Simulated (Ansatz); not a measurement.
# Sr19Ca5: the cost of one run

Program: Ansatz 0.2.0. Level of theory: DFT PBE, scalar-relativistic, plane waves, PAW. These are calculated values, not measurements.

## 1. The system as given

The cell holds 24 atoms (Ca5Sr19): a = 10.499 Å, b = 10.393 Å, c = 11.201 Å, α = 87.65°, β = 89.24°, γ = 91.82°.

It is the last frame of an earlier stage of the same melt, run at 1110 K.

The coordinates stand in the first input below.

## 2. A single point on the frame at 1110 K

The electrons keep the Fermi-Dirac width of that temperature.

The input, input.yaml:

```yaml
crystal:
  lattice:
    - [10.49788, -0.166876, 0.073854]
    - [-0.166876, 10.389535, 0.221377]
    - [0.073854, 0.221377, 11.199018]
  atoms:
    - { symbol: Sr, position: [0.2803892551, 0.705334717, 0.7505106356] }
    - { symbol: Sr, position: [0.8244965372, 0.3416624645, 0.7265931695] }
    - { symbol: Sr, position: [0.1444942635, 0.0257777269, 0.72098139] }
    - { symbol: Sr, position: [0.5896710532, 0.2613299407, 0.4931533325] }
    - { symbol: Sr, position: [0.2770112679, 0.5896326691, 0.3511986302] }
    - { symbol: Sr, position: [0.809055355, 0.956855367, 0.5310697009] }
    - { symbol: Sr, position: [0.4185000269, 0.2035617964, 0.1978990866] }
    - { symbol: Sr, position: [0.4601060742, 0.4118837659, 0.7966446456] }
    - { symbol: Sr, position: [0.1639032249, 0.1345231099, 0.3563599433] }
    - { symbol: Sr, position: [0.2546630462, 0.8955759951, 0.0895085144] }
    - { symbol: Sr, position: [0.5311697601, 0.0436449627, 0.8082150831] }
    - { symbol: Sr, position: [0.8947129892, 0.8376654217, 0.2025033414] }
    - { symbol: Sr, position: [0.2513749545, 0.5236359283, 0.0615704343] }
    - { symbol: Sr, position: [0.0142674699, 0.6731951898, 0.5821768299] }
    - { symbol: Sr, position: [0.5009630305, 0.9026742835, 0.4387121258] }
    - { symbol: Sr, position: [0.7238724672, 0.3205001088, 0.0597808894] }
    - { symbol: Sr, position: [0.0354074508, 0.2282930438, 0.0497104362] }
    - { symbol: Sr, position: [0.9821760554, 0.649728392, 0.941845227] }
    - { symbol: Sr, position: [0.6171566617, 0.7570253173, 0.1138597888] }
    - { symbol: Ca, position: [0.9259312772, 0.454826234, 0.3474867854] }
    - { symbol: Ca, position: [0.628546184, 0.5809741665, 0.3952639317] }
    - { symbol: Ca, position: [0.8570248125, 0.9825789046, 0.9003564048] }
    - { symbol: Ca, position: [0.6759863894, 0.7148785567, 0.7518806514] }
    - { symbol: Ca, position: [0.1661292971, 0.323193196, 0.6704043845] }
basis:
  ecutwfc: 420
kpoints:
  mp_grid: { grid: [2, 2, 2] }
hamiltonian:
  xc: pbe
scf:
  occupations: { method: fermi_dirac, width: 0.0957 }
output:
  forces: true
  stress: true
  eigenvalues: true
  populations: true
```

Started as:

```
> ansatz run input.yaml --threads 2 --pin off --max-ram 5120MiB --backend cpu --events-out ev --progress --plain --runs-dir out
```

What time and memory should one allow on 2 threads of Arm Neoverse V1, shared host?

About 75 s, with a peak of 2.3 GiB.
